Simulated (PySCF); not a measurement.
# C3H8SSi: the cost of one run

Computed with PySCF 2.14.0, with density-fitted response routines of our own, on a single molecule in the gas phase. Atoms are numbered from 0 throughout.

### Step 1. The molecule as given

13 atoms, charge 0, multiplicity 1; geometry from: GFN2-xTB. The atoms were then displaced at random by about 0.01 Å, so the start is not that level's minimum.

Bonds of the start (Å): S0–Si1 2.18, Si1–C2 1.92, C2–C3 1.53, C3–C4 1.51, C4–Si1 1.91, S0–H5 1.33, Si1–H6 1.47, C2–H7 1.07, C2–H8 1.06, C3–H9 1.12, C3–H10 1.10, C4–H11 1.08, C4–H12 1.10.

### Step 2. Relaxing the molecule at PBE0-D3(BJ)/def2-SVP

The job: settings as JSON, then the geometry in Å.

```
{"job": {"xc": "PBE0", "basis": "def2-SVP", "d3": "d3bj", "grid": 1, "shake": 0.01, "kind": "geom"}, "charge": 0, "multiplicity": 1}
S      2.574390    -1.241100    -0.410460
Si     0.873150    -0.267460     0.551640
C     -0.846560    -1.022730     0.173530
C     -1.325390     0.365440    -0.244470
C     -0.034700     1.130720    -0.383050
H      3.432670    -0.282030    -0.085270
H      1.257520    -0.030290     1.948070
H     -1.358710    -1.466970     0.999090
H     -0.828240    -1.723420    -0.624410
H     -1.977220     0.790140     0.557930
H     -1.954220     0.340590    -1.149260
H      0.273270     1.251360    -1.406470
H     -0.080160     2.138890     0.062810
```

On the command line:

```
> OMP_NUM_THREADS=1 python probes_run.py task.json out
```

One launch serves the whole session: the jobs run in the order shown.

Q: Estimate the wall time and peak memory of this first job on 1 thread of Arm Neoverse V2, shared host.

About 52 s, with a peak of 0.52 GiB.
